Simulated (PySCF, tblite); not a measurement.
# C15H16BNS: excited states

Aim: compute the excited states of C15H16BNS (`CSc1ccc2c(c1)B(C)c1ccccc1N2C`).

Computed with tblite 0.8.0 and PySCF 2.14.0 and routines of our own; the level stands in each step. Atoms count from 0.

## 1. The starting structure

34 atoms, charge 0, multiplicity 1; geometry from: force field or distance geometry start.

## 2. Optimising the geometry with GFN2-xTB

Job settings and geometry (Å):

```
{"job": {"kind": "relax", "xc": "GFN2-xTB", "basis": "xTB"}, "charge": 0, "multiplicity": 1}
C      5.845800     0.648300    -0.142200
S      4.357200     1.677200    -0.003600
C      2.852100     0.759500     0.003700
C      2.856900    -0.596400    -0.118700
C      1.695700    -1.350000    -0.111100
C      0.440500    -0.759500    -0.018600
C      0.458600     0.633800     0.091700
C      1.616800     1.377000     0.108300
B     -0.894000     1.407900     0.224700
C     -1.018000     2.947600    -0.155700
C     -2.172200     0.505700     0.210300
C     -3.387700     1.143000     0.327900
C     -4.558300     0.423100     0.339000
C     -4.455200    -0.945400     0.212100
C     -3.233400    -1.571000     0.102100
C     -2.036100    -0.860500     0.107200
N     -0.764000    -1.509200    -0.015900
C     -0.715200    -2.974800    -0.152400
H      5.700600    -0.371100     0.234500
H      6.202000     0.614300    -1.205200
H      6.667100     1.119100     0.450500
H      3.818700    -1.101000    -0.191500
H      1.812200    -2.405700    -0.191400
H      1.581400     2.443500     0.191000
H     -1.993700     3.256500    -0.522600
H     -0.649600     3.619600     0.652500
H     -0.311200     3.121600    -1.028600
H     -3.483200     2.224700     0.421400
H     -5.522900     0.863900     0.413000
H     -5.381500    -1.516900     0.224500
H     -3.254700    -2.653100     0.020500
H     -1.596200    -3.349900    -0.751600
H     -0.652400    -3.493300     0.805400
H      0.160200    -3.299000    -0.784300
```

The run is started by

```
> OMP_NUM_THREADS=2 python excited_run.py task.json out
```

One launch serves the whole session: the jobs run in the order shown.

Output:

```text
step      E/eV     max force
  0   -1296.68390    3.010
  1   -1297.01966    0.996
  2   -1297.10326    0.730
  3   -1297.16136    0.504
  4   -1297.19472    0.406
  5   -1297.23618    0.443
  6   -1297.26940    0.429
  7   -1297.29861    0.291
  8   -1297.32229    0.335
  9   -1297.34157    0.298
 10   -1297.35709    0.205
 11   -1297.36813    0.175
 12   -1297.37613    0.181
 13   -1297.38371    0.151
 14   -1297.39118    0.156
 15   -1297.39756    0.124
 16   -1297.40254    0.127
 17   -1297.40664    0.124
 18   -1297.41041    0.130
 19   -1297.41384    0.112
 20   -1297.41698    0.130
 21   -1297.42061    0.126
 22   -1297.42584    0.176
 23   -1297.43339    0.236
 24   -1297.44291    0.231
 25   -1297.45291    0.170
 26   -1297.46140    0.161
 27   -1297.46805    0.146
 28   -1297.47496    0.161
 29   -1297.48277    0.151
 30   -1297.49103    0.176
 31   -1297.49897    0.183
 32   -1297.50592    0.173
 33   -1297.51212    0.132
 34   -1297.51870    0.175
 35   -1297.52623    0.217
 36   -1297.53323    0.173
 37   -1297.53804    0.106
 38   -1297.54058    0.118
 39   -1297.54251    0.140
 40   -1297.54489    0.088
 41   -1297.54800    0.080
 42   -1297.54997    0.104
 43   -1297.55279    0.135
 44   -1297.55544    0.111
 45   -1297.55805    0.082
 46   -1297.56009    0.079
 47   -1297.56188    0.082
 48   -1297.56359    0.081
 49   -1297.56520    0.066
 50   -1297.56656    0.072
 51   -1297.56767    0.066
 52   -1297.56863    0.070
 53   -1297.56955    0.052
 54   -1297.57042    0.052
 55   -1297.57108    0.051
 56   -1297.57171    0.052
 57   -1297.57237    0.046
 58   -1297.57318    0.048
 59   -1297.57408    0.051
 60   -1297.57489    0.055
 61   -1297.57550    0.049
 62   -1297.57600    0.045
 63   -1297.57656    0.047
 64   -1297.57718    0.053
 65   -1297.57781    0.048
 66   -1297.57840    0.046
 67   -1297.57904    0.049
 68   -1297.57976    0.053
 69   -1297.58043    0.052
 70   -1297.58097    0.046
 71   -1297.58148    0.040
 72   -1297.58198    0.039
 73   -1297.58246    0.037
 74   -1297.58287    0.034
 75   -1297.58325    0.038
 76   -1297.58364    0.037
 77   -1297.58401    0.034
 78   -1297.58431    0.030
 79   -1297.58453    0.027
 80   -1297.58472    0.028
 81   -1297.58488    0.021
 82   -1297.58499    0.016
 83   -1297.58507    0.014
 84   -1297.58514    0.018
 85   -1297.58522    0.021
 86   -1297.58529    0.018
 87   -1297.58535    0.013
 88   -1297.58541    0.016
 89   -1297.58549    0.020
 90   -1297.58560    0.023
 91   -1297.58571    0.020
 92   -1297.58582    0.017
 93   -1297.58595    0.022
 94   -1297.58611    0.027
 95   -1297.58628    0.032
 96   -1297.58643    0.027
 97   -1297.58655    0.019
 98   -1297.58668    0.023
 99   -1297.58684    0.029
100   -1297.58703    0.031
101   -1297.58721    0.025
102   -1297.58738    0.025
103   -1297.58757    0.027
104   -1297.58776    0.024
105   -1297.58792    0.029
106   -1297.58806    0.025
107   -1297.58818    0.021
108   -1297.58831    0.024
109   -1297.58843    0.022
110   -1297.58854    0.025
111   -1297.58864    0.021
112   -1297.58873    0.014
113   -1297.58881    0.014
114   -1297.58888    0.014
115   -1297.58894    0.015
116   -1297.58900    0.014
117   -1297.58904    0.012
118   -1297.58908    0.012
119   -1297.58912    0.012
120   -1297.58915    0.012
121   -1297.58917    0.009
```

It took 2.8 s on 2 threads of Intel Xeon 6975P-C, shared host; peak memory 0.18 GiB.

The steps of the relaxation: (not every step is listed)

```
step  energy from step 0 (eV)  largest force (eV/Å)
   0                   0.0000                3.0095
   1                  -0.3358                0.9963
   2                  -0.4194                0.7297
   3                  -0.4775                0.5040
   4                  -0.5108                0.4056
   5                  -0.5523                0.4428
   6                  -0.5855                0.4286
   7                  -0.6147                0.2910
   8                  -0.6384                0.3346
  18                  -0.7265                0.1299
  28                  -0.7911                0.1615
  38                  -0.8567                0.1179
  48                  -0.8797                0.0809
  58                  -0.8893                0.0482
  68                  -0.8959                0.0531
  78                  -0.9004                0.0297
  88                  -0.9015                0.0161
  98                  -0.9028                0.0233
 108                  -0.9044                0.0243
 116                  -0.9051                0.0144
 117                  -0.9051                0.0120
 118                  -0.9052                0.0122
 119                  -0.9052                0.0120
 120                  -0.9053                0.0117
 121                  -0.9053                0.0093
```

Distances of close pairs at the start and the end, largest changes first:

```
   bond  before (Å)  after (Å)  change (Å)
C15–N16       1.433      1.381      -0.052
 C9–H26       1.137      1.088      -0.049
C17–H31       1.130      1.089      -0.040
C17–H33       1.127      1.089      -0.038
C10–C15       1.377      1.415      +0.038
 C5–N16       1.419      1.381      -0.037
 C0–H19       1.122      1.086      -0.036
 C0–H20       1.117      1.085      -0.031
```

The end geometry stands in the next job.

## 3. Vibrational analysis with GFN2-xTB

Job settings and geometry (Å):

```
{"job": {"kind": "ir", "xc": "GFN2-xTB", "basis": "xTB"}, "charge": 0, "multiplicity": 1}
C      5.670919     0.474516    -0.046695
S      4.345145     1.689515     0.211952
C      2.865514     0.717108     0.119930
C      2.852375    -0.673405     0.164927
C      1.659520    -1.353981     0.071900
C      0.439963    -0.675862    -0.060915
C      0.435468     0.738303    -0.055129
C      1.665286     1.396041     0.027984
B     -0.907164     1.489411    -0.122607
C     -0.989433     3.053268    -0.345626
C     -2.132877     0.584301     0.083294
C     -3.419833     1.088225     0.318893
C     -4.508148     0.273200     0.522470
C     -4.331335    -1.105259     0.506831
C     -3.087168    -1.645876     0.277518
C     -1.973954    -0.821039     0.053116
N     -0.737232    -1.388180    -0.184169
C     -0.670554    -2.768339    -0.616194
H      5.757783    -0.181331     0.815113
H      5.478277    -0.090625    -0.953857
H      6.582591     1.053151    -0.157455
H      3.763983    -1.237474     0.285151
H      1.689312    -2.429576     0.149416
H      1.681111     2.475062     0.027224
H     -1.965156     3.397122    -0.679071
H     -0.772968     3.570999     0.589199
H     -0.256552     3.405275    -1.068594
H     -3.548749     2.159686     0.350052
H     -5.486877     0.692427     0.702899
H     -5.171136    -1.761134     0.686218
H     -2.981642    -2.718804     0.313792
H     -1.554610    -3.007589    -1.206198
H     -0.604007    -3.466022     0.224376
H      0.198700    -2.903530    -1.258623
```

Output:

```text
mode    cm-1     km/mol
  1      18.3      3.52
  2      39.8      1.14
  3      57.4      1.11
  4      74.6      0.08
  5     103.9      0.31
  6     110.5      0.22
  7     135.3      0.45
  8     161.9      1.66
  9     203.6      0.18
 10     214.7      0.22
 11     224.2      0.37
 12     245.0      0.50
 13     250.0      1.32
 14     272.9      0.22
 15     323.3      1.66
 16     338.4      0.50
 17     363.5      0.36
 18     391.5      0.51
 19     407.1      0.83
 20     432.3      1.36
 21     439.3      0.68
 22     478.6      1.37
 23     490.2      0.78
 24     501.2      5.05
 25     537.7      4.11
 26     551.7      3.68
 27     584.3      3.16
 28     627.7      7.38
 29     662.7      0.22
 30     679.9      0.12
 31     695.9      1.76
 32     730.6      9.40
 33     763.9     13.85
 34     767.7     30.51
 35     801.5     27.21
 36     827.7     24.56
 37     833.6     58.85
 38     867.3      1.09
 39     878.1      0.25
 40     882.8      1.80
 41     899.0      0.08
 42     914.4      0.46
 43     924.6      0.13
 44     935.1      1.16
 45     947.1      8.71
 46     981.0      1.83
 47     998.7     21.39
 48    1084.4     17.44
 49    1096.5      3.23
 50    1097.6     12.61
 51    1119.3      3.61
 52    1133.7     28.57
 53    1145.3     54.10
 54    1189.5      8.67
 55    1201.0      2.80
 56    1235.3    150.19
 57    1242.8     35.32
 58    1257.8     24.54
 59    1267.5     27.43
 60    1294.7     34.68
 61    1311.1      1.48
 62    1327.2     12.10
 63    1339.7      3.71
 64    1347.1     34.36
 65    1389.9     18.22
 66    1402.7     48.35
 67    1417.2      6.80
 68    1430.4    109.20
 69    1446.1    318.58
 70    1451.5      4.28
 71    1458.5     82.73
 72    1461.5     51.89
 73    1493.3     26.09
 74    1494.0     13.39
 75    1502.1      7.49
 76    1513.6      2.82
 77    1535.9     30.90
 78    1551.4     27.53
 79    1579.3     25.05
 80    1597.5     74.53
 81    2941.1     38.01
 82    2997.7     30.50
 83    3009.6     11.32
 84    3018.6     27.57
 85    3021.1      7.27
 86    3026.2     36.65
 87    3030.8      8.62
 88    3040.4     33.54
 89    3057.1      4.18
 90    3070.8     11.13
 91    3080.0     44.70
 92    3089.2     15.87
 93    3091.8     85.51
 94    3097.8     77.46
 95    3097.9      3.69
 96    3103.3     49.13
```

Run time: 3.9 s. Hardware: 2 threads of Intel Xeon 6975P-C, shared host; peak memory 0.18 GiB.

Which atoms move in the most intense modes:

```
cm⁻¹  km/mol                                   atoms
 834    58.9    H25 31 %, B8 21 %, H26 18 %, C9 15 %
1235   150.2              B8 32 %, C6 19 %, H22 10 %
1430   109.2                                 C5 12 %
1446   318.6  C15 18 %, N16 13 %, C10 12 %, C12 10 %
1458    82.7                      H18 18 %, H20 15 %
1598    74.5  C11 26 %, C14 24 %, C13 16 %, C12 13 %
3092    85.5                      H27 60 %, H28 21 %
3098    77.5                      H30 46 %, H23 36 %
```

## 4. Excited states: TDA CAM-B3LYP/def2-SVP

Settings changed since step 3:

```diff
@@ -1,2 +1,2 @@
-{"job": {"kind": "ir", "xc": "GFN2-xTB", "basis": "xTB"}, "charge": 0, "multiplicity": 1}
+{"job": {"kind": "states", "xc": "CAM-B3LYP", "basis": "def2-SVP", "tda": true, "soc": true, "nstates": 6, "ntriplets": 6, "nquad": 4}, "charge": 0, "multiplicity": 1}
 C      5.670919     0.474516    -0.046695
```

Level: TDA CAM-B3LYP/def2-SVP excited states, vertical, gas phase, spin-orbit mean-field couplings.

Output:

```text
coarse grid: 29984 points
cycle   1  E = -1057.8192693273  dE =  3.933e+00  |g| = 5.433e-01  |ddm| = 8.007e+00
cycle   2  E = -1057.8356534510  dE = -1.638e-02  |g| = 5.518e-01  |ddm| = 1.720e+00
cycle   3  E = -1057.9107816081  dE = -7.513e-02  |g| = 1.198e-01  |ddm| = 8.063e-01
cycle   4  E = -1057.9139564144  dE = -3.175e-03  |g| = 5.581e-02  |ddm| = 1.987e-01
cycle   5  E = -1057.9147062186  dE = -7.498e-04  |g| = 1.198e-02  |ddm| = 8.243e-02
cycle   6  E = -1057.9147447963  dE = -3.858e-05  |g| = 4.045e-03  |ddm| = 2.124e-02
cycle   7  E = -1057.9147507622  dE = -5.966e-06  |g| = 1.723e-03  |ddm| = 7.375e-03
final grid: 288024 points
cycle   8  E = -1058.0856308710  dE = -8.278e-05  |g| = 5.722e-03  |ddm| = 6.715e-02
cycle   9  E = -1058.0856329550  dE = -2.084e-06  |g| = 5.386e-03  |ddm| = 1.359e-02
cycle  10  E = -1058.0856401288  dE = -7.174e-06  |g| = 8.405e-04  |ddm| = 6.582e-03
cycle  11  E = -1058.0856403264  dE = -1.976e-07  |g| = 3.766e-04  |ddm| = 1.553e-03
cycle  12  E = -1058.0856403799  dE = -5.350e-08  |g| = 8.369e-05  |ddm| = 7.343e-04
cycle  13  E = -1058.0856403852  dE = -5.301e-09  |g| = 4.189e-05  |ddm| = 2.390e-04
cycle  14  E = -1058.0856403870  dE = -1.774e-09  |g| = 2.011e-05  |ddm| = 1.598e-04
cycle  15  E = -1058.0856403872  dE = -2.910e-10  |g| = 8.127e-06  |ddm| = 6.960e-05
converged SCF energy = -1058.0856403872

Singlet excitations
state   eV       nm        f     d(h-e)  d(exc)  Lambda  PR(NTO)  |dmu|/D   mu/D   main configurations
  1   3.7732   328.6   0.12467   1.095   4.214   0.628   1.162    3.492    5.418   H->L 0.91
  2   4.6101   268.9   0.00950   0.522   3.746   0.616   2.040    1.722    4.627   H-1->L 0.55, H->L+1 0.24
  3   4.9736   249.3   0.23726   0.704   3.864   0.665   2.163    2.430    4.107   H->L+1 0.40, H-2->L 0.22, H-1->L 0.14
  4   5.4620   227.0   0.05750   1.098   5.042   0.609   1.884    3.654    5.143   H->L+2 0.58, H-1->L 0.22
  5   5.5545   223.2   1.23845   0.121   3.801   0.664   2.076                     H-2->L 0.51, H->L+1 0.17
  6   5.7389   216.0   0.28873   0.793   3.319   0.462   1.686                     H->L+4 0.42, H-1->L+4 0.12

Triplet excitations (Tamm-Dancoff)
state   eV     d(h-e)  d(exc)  Lambda  PR(NTO)   main configurations
  1   2.8824   0.706   3.812   0.623   1.100   H->L 0.89
  2   3.6260   0.201   3.172   0.700   2.383   H->L+1 0.46, H-2->L 0.24
  3   3.8302   0.347   3.238   0.604   1.837   H-1->L 0.53, H->L+2 0.28
  4   3.9874   0.113   2.851   0.753   2.239   H-3->L 0.21, H->L+3 0.16, H-2->L 0.15
  5   4.2262   0.424   3.437   0.723   2.140   H-2->L 0.34, H->L+1 0.31, H-3->L 0.11
  6   4.5936   0.225   3.051   0.763   3.283   H-3->L 0.30, H->L+3 0.25, H-1->L+1 0.16
S1 - T1 = 0.8907 eV

Spin-orbit couplings |<S|Hso|T>| (cm-1)
             T1       T2       T3       T4       T5       T6
S0        1.868    5.774    1.124    5.131    4.683    7.052
S1        0.309    0.806    0.289    0.094    0.187    0.080
S2        0.978    0.436    0.321    0.496    0.209    0.259
S3        1.142    0.535    0.733    0.443    0.404    0.174
S4        1.240    1.780    0.909    1.031    0.689    0.703
S5        1.635    4.671    1.996    2.682    2.075    1.659
S6        1.672   10.355    0.604    6.671    5.714    5.690
T1 sublevels (cm-1): 0.000 0.000 0.000   radiative rates (1/s): 1.24 0.0782 0.0647
```

Run time: 2.7 min. Hardware: 2 threads of Intel Xeon 6975P-C, shared host; peak memory 2.6 GiB.

In short:

```
  quantity    value
S1 less T1  0.89 eV
```

The fields below are evaluated on a grid from the run's orbitals.

Frontier orbitals at CAM-B3LYP/def2-SVP, with the share of their density that lies nearest to each atom:

```
orbital  energy (eV)                            lies on
   HOMO        -6.44         S1 25 %; N16 15 %; C2 10 %
   LUMO        -0.42  B8 24 %; 4 C atoms about 8 % each
```

ELF in a plane through or near 24 of the atoms.

Values, 10 rows by 14 columns:
```
0.00 0.00 0.00 0.00 0.00 0.00 0.00 0.00 0.00 0.00 0.00 0.00 0.00 0.00
0.00 0.00 0.00 0.00 0.00 0.00 0.00 0.23 0.02 0.00 0.00 0.00 0.00 0.00
0.00 0.00 0.00 0.03 0.02 0.17 0.01 0.98 0.30 0.05 0.03 0.00 0.00 0.00
0.00 0.00 0.00 0.80 0.69 0.90 0.41 0.64 0.15 0.98 0.13 0.35 0.00 0.00
0.00 0.39 0.97 0.80 0.83 0.90 0.91 0.90 0.67 0.53 0.36 0.99 0.01 0.00
0.00 0.06 0.57 0.53 0.22 0.73 0.46 0.41 0.64 0.15 0.76 0.05 0.00 0.00
0.00 0.00 0.05 0.03 1.00 0.69 0.60 0.68 0.34 0.20 0.53 0.99 0.00 0.00
0.00 0.00 0.00 0.00 0.11 0.39 0.90 0.74 0.28 0.99 0.03 0.03 0.00 0.00
0.00 0.00 0.00 0.00 0.00 0.00 0.00 0.88 0.46 0.00 0.00 0.00 0.00 0.00
0.00 0.00 0.00 0.00 0.00 0.00 0.00 0.00 0.00 0.00 0.00 0.00 0.00 0.00
```
The map spans 18.5 Å across and 12.5 Å up, centred on the molecule. Atoms in the plane (x, y in Å): C0 (-5.7, 0.1), S1 (-4.4, 1.4), C2 (-2.9, 0.5), C3 (-2.8, -0.9), C4 (-1.6, -1.5), C5 (-0.4, -0.7), C6 (-0.5, 0.7), C7 (-1.8, 1.3), C10 (2.1, 0.7), C11 (3.3, 1.3), C12 (4.5, 0.6), C13 (4.4, -0.8), C14 (3.2, -1.4), C15 (2.0, -0.7), H20 (-6.6, 0.6), H21 (-3.7, -1.5), H22 (-1.5, -2.5), H23 (-1.9, 2.3), H25 (0.5, 3.6), H27 (3.4, 2.4), H28 (5.4, 1.1), H29 (5.3, -1.4), H30 (3.2, -2.5), H32 (0.9, -3.4).

log10 of the density (e/Å³) in the same plane.

Ten even steps from ' ' (-4.0) to '@' (1.7):
```
                                                        
                          ........                      
                        ..::----::..                    
                    ....::==++++==--::....              
          ..::::::::------++##**++==----::              
        ..--==++==--++++==++****++==++++==::..          
      ..::==++**++==**##++++****++++##**==----::        
    ::--==++**@@******##************####****++--..      
  ..--++****##%%##############**############**==..      
  ..--++##%%##****%%##****##**++####****%%**++--..      
    ::==**####++**####++**##****####****##**==--..      
    ..--==**++++**%%####################%%##++--..      
      ::--====++######@@##**####****%%##****++--..      
        ..::::--++==++##**++****++**##**======::        
            ..::----==**++==****++++**++--::::..        
                  ..--======**##++--==--::              
                    ..::::--==++==::::..                
                          ..::::::                      
                              ..                        
                                                        
```
The map spans 18.5 Å across and 12.5 Å up, centred on the molecule. Atoms in the plane (x, y in Å): C0 (-5.7, 0.1), S1 (-4.4, 1.4), C2 (-2.9, 0.5), C3 (-2.8, -0.9), C4 (-1.6, -1.5), C5 (-0.4, -0.7), C6 (-0.5, 0.7), C7 (-1.8, 1.3), C10 (2.1, 0.7), C11 (3.3, 1.3), C12 (4.5, 0.6), C13 (4.4, -0.8), C14 (3.2, -1.4), C15 (2.0, -0.7), H20 (-6.6, 0.6), H21 (-3.7, -1.5), H22 (-1.5, -2.5), H23 (-1.9, 2.3), H25 (0.5, 3.6), H27 (3.4, 2.4), H28 (5.4, 1.1), H29 (5.3, -1.4), H30 (3.2, -2.5), H32 (0.9, -3.4).

On the surface of density 0.002 e/bohr³ the electrostatic potential runs, from the 1st to the 99th percentile, from -0.98 V near S1 to 0.95 V near H22.

## 5. Outcome

| quantity | value |
| --- | --- |
| strongest single infrared mode (GFN2-xTB) | 1446 cm⁻¹, 319 km/mol |
| zero-point energy (GFN2-xTB) | 168.3 kcal/mol |
| S1 less T1 (step 4, TDA CAM-B3LYP/def2-SVP) | 0.89 eV |
| surface potential, 1st and 99th percentile | -0.98 V and 0.95 V |

**Reading.** No mode is imaginary among the 96: a minimum at this level. The strongest single mode, at 1446 cm⁻¹, has its largest shares on C15, N16, C10 and C12 (the list is cut at 4 atoms). Unscaled tight-binding wavenumbers are off by several per cent, some by more. Its intensities can rank the bands wrongly. In step 4, the number of triplets below S1 is 2, and the largest singlet-triplet spin-orbit coupling is S6–T2, 10.36 cm⁻¹. At CAM-B3LYP/def2-SVP, counted by nearest atom on the grid, the HOMO lies on S1 25 %; N16 15 %, the LUMO on B8 24 %; 4 C atoms about 8 % each.
